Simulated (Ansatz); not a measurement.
Molecular dynamics of MgO

input.yaml

```yaml
crystal:
  lattice:
    - [6.101059, 0.0, 0.0]
    - [3.050529, 5.283672, 0.0]
    - [0.0, 0.0, 19.226867]
  atoms:
    - { symbol: Mg, position: [0.0, 0.0, 0.0520106] }
    - { symbol: O, position: [0.33333334, 0.83333338, 0.1167831] }
    - { symbol: Mg, position: [1.0e-08, 0.50000002, 0.0520106] }
    - { symbol: O, position: [0.33333333, 0.33333336, 0.1167831] }
    - { symbol: Mg, position: [0.49999998, 3.0e-08, 0.0520106] }
    - { symbol: O, position: [0.83333332, 0.83333341, 0.1167831] }
    - { symbol: Mg, position: [0.49999999, 0.50000004, 0.0520106] }
    - { symbol: O, position: [0.83333331, 0.33333339, 0.1167831] }
    - { symbol: Mg, position: [0.66666666, 0.66666673, 0.18636201] }
    - { symbol: O, position: [0.99999997, 0.50000007, 0.23581856] }
    - { symbol: Mg, position: [0.66666665, 0.16666671, 0.18636201] }
    - { symbol: O, position: [0.99999996, 5.0e-08, 0.23581856] }
    - { symbol: Mg, position: [0.16666667, 0.6666667, 0.18636201] }
    - { symbol: O, position: [0.49999999, 0.50000004, 0.23581856] }
    - { symbol: Mg, position: [0.16666666, 0.16666668, 0.18636201] }
    - { symbol: O, position: [0.49999998, 3.0e-08, 0.23581856] }
    - { symbol: Mg, position: [0.33333333, 0.33333336, 0.31306156] }
    - { symbol: O, position: [0.66666665, 0.16666671, 0.34974168] }
    - { symbol: Mg, position: [0.33333334, 0.83333338, 0.31306156] }
    - { symbol: O, position: [0.66666666, 0.66666673, 0.34974168] }
    - { symbol: Mg, position: [0.83333331, 0.33333339, 0.31306156] }
    - { symbol: O, position: [0.16666666, 0.16666668, 0.34974168] }
    - { symbol: Mg, position: [0.83333332, 0.83333341, 0.31306156] }
    - { symbol: O, position: [0.16666667, 0.6666667, 0.34974168] }
basis:
  ecutwfc: 420.0
kpoints:
  mp_grid: { grid: [2, 2, 1] }
hamiltonian:
  xc: lda
  pseudopotentials: { kind: paw, azcp: { folder: soft_1 } }
scf:
  occupations: { method: fermi_dirac, width: 0.02 }
  lower_state_search: "off"
  max_iter: 93
md:
  timestep: 1
  n_steps: 110
  ensemble: nvt_langevin
  temperature: 1200.0
  initial_velocities: maxwell_boltzmann
  seed: 432262
  friction: 0.5
  constraints: [{ sites: [0, 1, 2, 3, 4, 5, 6, 7] }]
```

Run as:

```bash
$ ansatz run input.yaml --threads 2 --pin off --max-ram 5120MiB --backend cpu --events-out ev --progress --plain --runs-dir out
```

It starts from a relaxed structure.

Output, in part (one step line in 4):

```
md step     0: t =     0.00 fs  T =  1200.0 K  F+E_penalty+E_count = -29498.68917700 eV  E_kin = 2.481792 eV  (26 SCF iters)
md step     4: t =     4.00 fs  T =  1250.2 K  F+E_penalty+E_count = -29498.56835653 eV  E_kin = 2.585562 eV  (24 SCF iters)
md step     8: t =     8.00 fs  T =  1289.9 K  F+E_penalty+E_count = -29498.34575140 eV  E_kin = 2.667712 eV  (24 SCF iters)
md step    12: t =    12.00 fs  T =  1542.6 K  F+E_penalty+E_count = -29498.07602170 eV  E_kin = 3.190242 eV  (18 SCF iters)
md step    16: t =    16.00 fs  T =  1327.0 K  F+E_penalty+E_count = -29498.05580723 eV  E_kin = 2.744478 eV  (21 SCF iters)
md step    20: t =    20.00 fs  T =  1213.5 K  F+E_penalty+E_count = -29497.99414563 eV  E_kin = 2.509619 eV  (26 SCF iters)
md step    24: t =    24.00 fs  T =  1237.9 K  F+E_penalty+E_count = -29497.99239831 eV  E_kin = 2.560173 eV  (24 SCF iters)
md step    28: t =    28.00 fs  T =   885.3 K  F+E_penalty+E_count = -29497.95942798 eV  E_kin = 1.830839 eV  (23 SCF iters)
md step    32: t =    32.00 fs  T =  1707.8 K  F+E_penalty+E_count = -29497.86493705 eV  E_kin = 3.531955 eV  (24 SCF iters)
md step    36: t =    36.00 fs  T =   963.9 K  F+E_penalty+E_count = -29497.75469006 eV  E_kin = 1.993597 eV  (25 SCF iters)
md step    40: t =    40.00 fs  T =  1122.4 K  F+E_penalty+E_count = -29497.68141626 eV  E_kin = 2.321301 eV  (26 SCF iters)
md step    44: t =    44.00 fs  T =  1680.5 K  F+E_penalty+E_count = -29497.80801573 eV  E_kin = 3.475566 eV  (29 SCF iters)
md step    48: t =    48.00 fs  T =  1145.1 K  F+E_penalty+E_count = -29497.86208684 eV  E_kin = 2.368201 eV  (20 SCF iters)
md step    52: t =    52.00 fs  T =   819.8 K  F+E_penalty+E_count = -29497.94268446 eV  E_kin = 1.695564 eV  (35 SCF iters)
md step    56: t =    56.00 fs  T =  1241.3 K  F+E_penalty+E_count = -29497.90591349 eV  E_kin = 2.567199 eV  (27 SCF iters)
md step    60: t =    60.00 fs  T =  1207.6 K  F+E_penalty+E_count = -29497.80350486 eV  E_kin = 2.497568 eV  (25 SCF iters)
md step    64: t =    64.00 fs  T =  1287.9 K  F+E_penalty+E_count = -29497.70969189 eV  E_kin = 2.663582 eV  (21 SCF iters)
md step    68: t =    68.00 fs  T =   931.4 K  F+E_penalty+E_count = -29497.64498378 eV  E_kin = 1.926182 eV  (21 SCF iters)
md step    72: t =    72.00 fs  T =  1581.5 K  F+E_penalty+E_count = -29497.56318072 eV  E_kin = 3.270762 eV  (27 SCF iters)
md step    76: t =    76.00 fs  T =  1267.0 K  F+E_penalty+E_count = -29497.50203830 eV  E_kin = 2.620305 eV  (23 SCF iters)
md step    80: t =    80.00 fs  T =  1201.6 K  F+E_penalty+E_count = -29497.57945616 eV  E_kin = 2.485016 eV  (27 SCF iters)
md step    84: t =    84.00 fs  T =   866.5 K  F+E_penalty+E_count = -29497.57451829 eV  E_kin = 1.792117 eV  (24 SCF iters)
md step    88: t =    88.00 fs  T =   915.9 K  F+E_penalty+E_count = -29497.42396740 eV  E_kin = 1.894156 eV  (24 SCF iters)
md step    92: t =    92.00 fs  T =  1083.1 K  F+E_penalty+E_count = -29497.52248599 eV  E_kin = 2.240066 eV  (23 SCF iters)
md step    96: t =    96.00 fs  T =  1200.7 K  F+E_penalty+E_count = -29497.42509327 eV  E_kin = 2.483299 eV  (24 SCF iters)
md step   100: t =   100.00 fs  T =   690.6 K  F+E_penalty+E_count = -29497.38036456 eV  E_kin = 1.428373 eV  (27 SCF iters)
md step   104: t =   104.00 fs  T =  1295.1 K  F+E_penalty+E_count = -29497.37731217 eV  E_kin = 2.678521 eV  (22 SCF iters)
md step   108: t =   108.00 fs  T =  1154.4 K  F+E_penalty+E_count = -29497.39843972 eV  E_kin = 2.387468 eV  (25 SCF iters)
md step   110: t =   110.00 fs  T =  1137.7 K  F+E_penalty+E_count = -29497.29018631 eV  E_kin = 2.352980 eV  (29 SCF iters)
```

All steps were run. A run of 0.11 ps of so small a system gives no equilibrium averages. The friction is so strong that the motion is overdamped, so the time scale means little. Limits of this set-up: coarse k mesh, thin slab, slab without dipole correction, PAW files made for another functional.

Mean squared displacements from the first frame to the last: Mg 0.01 Å², O 0.03 Å².

Last frame:

```xyz
24
Lattice="6.1011 0.0000 0.0000 3.0505 5.2837 0.0000 0.0000 0.0000 19.2269" Properties=species:S:1:pos:R:3
Mg 0.000 0.000 1.000
O 4.576 4.403 2.245
Mg 1.525 2.642 1.000
O 3.050 1.761 2.245
Mg 3.050 0.000 1.000
O 7.626 4.403 2.245
Mg 4.576 2.642 1.000
O 6.101 1.761 2.245
Mg 6.105 3.351 3.582
O 7.753 2.712 4.474
Mg 4.607 0.775 3.485
O 6.180 0.106 4.422
Mg 3.042 3.567 3.584
O 4.513 2.401 4.529
Mg 1.614 0.990 3.522
O 2.995 0.041 4.637
Mg 3.056 1.631 5.979
O 4.523 0.872 6.945
Mg 4.636 4.445 6.143
O 6.071 3.489 6.525
Mg 6.106 1.704 5.966
O 1.620 0.833 6.900
Mg 7.564 4.426 5.909
O 2.964 3.794 6.790
```

The run took 21 min on 2 threads of Intel(R) Xeon(R) CPU @ 2.80GHz (Skylake/Cascade Lake) (shared host), peak memory 1.2 GiB.
